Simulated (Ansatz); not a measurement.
**CH₇GaSi₂: a ladder of functionals and wavefunction methods**

An exercise on one series of results from a longer session: the logs are not shown, and one member is left open.

The runs use Ansatz 0.2.0, Gaussian basis; functionals in def2-TZVPP, the program's frozen cores in correlated methods.

The runs, in order: PBE-D4, r2SCAN-D4, PBE0-D4, B3LYP-D4, ωB97X-V, ωB97M-V, B2PLYP; CCSD(T)/def2-TZVPP; MP2/def2-QZVPP; extrapolation to the limit.

**The relaxed structure**

The geometry comes from an earlier relaxation with PBE0-D4 in a triple-zeta def2 set; it is a stationary point, not always the lowest conformer.

11 atoms, charge 0, spin multiplicity 1.

Atoms are counted from 1 here; the program's logs count them from 0.

Bond lengths: C1–Si2 1.879 Å, C1–H5 1.092 Å, C1–H6 1.092 Å, C1–H7 1.093 Å, Si2–Si3 2.340 Å, Si2–H8 1.494 Å, Si2–H11 1.494 Å, Si3–Ga4 2.585 Å, Si3–H9 1.501 Å, Si3–H10 1.501 Å. Angles: Si2–C1–H5 110.5°, Si2–C1–H6 110.5°, Si2–C1–H7 110.9°, H5–C1–H6 108.0°, H5–C1–H7 108.4°, H6–C1–H7 108.4°, C1–Si2–Si3 114.8°, C1–Si2–H8 109.4°, C1–Si2–H11 109.4°, Si3–Si2–H8 108.4°, Si3–Si2–H11 108.4°, H8–Si2–H11 106.2°, Si2–Si3–Ga4 114.5°, Si2–Si3–H9 106.8°, Si2–Si3–H10 106.8°, Ga4–Si3–H9 111.5°, Ga4–Si3–H10 111.4°, H9–Si3–H10 105.4°.

Set-up of the first run:

in.yaml

```yaml
crystal:
  periodic: [false, false, false]
  atoms:
    - {symbol: C, position_ang: [-0.816946, 1.641130, -0.072731]}
    - {symbol: Si, position_ang: [-0.557808, -0.161186, -0.536257]}
    - {symbol: Si, position_ang: [1.213938, -1.215296, 0.569793]}
    - {symbol: Ga, position_ang: [1.559955, -3.693152, -0.081901]}
    - {symbol: H, position_ang: [-1.021571, 1.735062, 0.995812]}
    - {symbol: H, position_ang: [0.077220, 2.226011, -0.298321]}
    - {symbol: H, position_ang: [-1.657766, 2.068751, -0.624291]}
    - {symbol: H, position_ang: [-0.322622, -0.265976, -2.008208]}
    - {symbol: H, position_ang: [0.957045, -1.064242, 2.040945]}
    - {symbol: H, position_ang: [2.443453, -0.398950, 0.295134]}
    - {symbol: H, position_ang: [-1.809497, -0.929050, -0.259376]}
basis:
  gaussian: {orbitals: def2-TZVPP}
hamiltonian: {xc: pbe, dispersion: d4}
output: {forces: true, orbitals: {seedname: orbitals}}
```

On the command line:

```
> ansatz run in.yaml --threads 4 --pin off --events-out ev --progress --plain --max-ram 10444MiB
```

Among the steps run: PBE-D4 (GGA); r2SCAN-D4 (meta-GGA); PBE0-D4 (hybrid); B3LYP-D4 (hybrid); ωB97X-V (range-separated); ωB97M-V (range-separated); B2PLYP (double hybrid); CCSD(T) in def2-TZVPP; MP2 in def2-QZVPP.

One of the session's tables, all rows but one given; the rest of the session is left out.

```
            method  atomisation energy (kJ/mol)
            PBE-D4                       3355.7
         r2SCAN-D4                            ?
           PBE0-D4                       3340.6
          B3LYP-D4                       3354.4
           ωB97X-V                       3374.9
           ωB97M-V                       3350.1
            B2PLYP                       3301.4
     HF/def2-TZVPP                       2537.4
    MP2/def2-TZVPP                       3255.9
   CCSD/def2-TZVPP                       3244.5
CCSD(T)/def2-TZVPP                       3279.7
           MP2/CBS                       3335.2
       CCSD(T)/CBS                       3359.0
```

Estimate the missing values for r2SCAN-D4.

As computed: atomisation energy (kJ/mol): 3357.2. In the column «atomisation energy (kJ/mol)» it lies between PBE-D4 (3355.7) and CCSD(T)/CBS (3359.0).

To keep in mind: Free atoms (1 C, 2 Si, 1 Ga, 7 H) were run apart at each level; the atomisation energy is their sum less the molecule, without zero-point or spin-orbit terms.
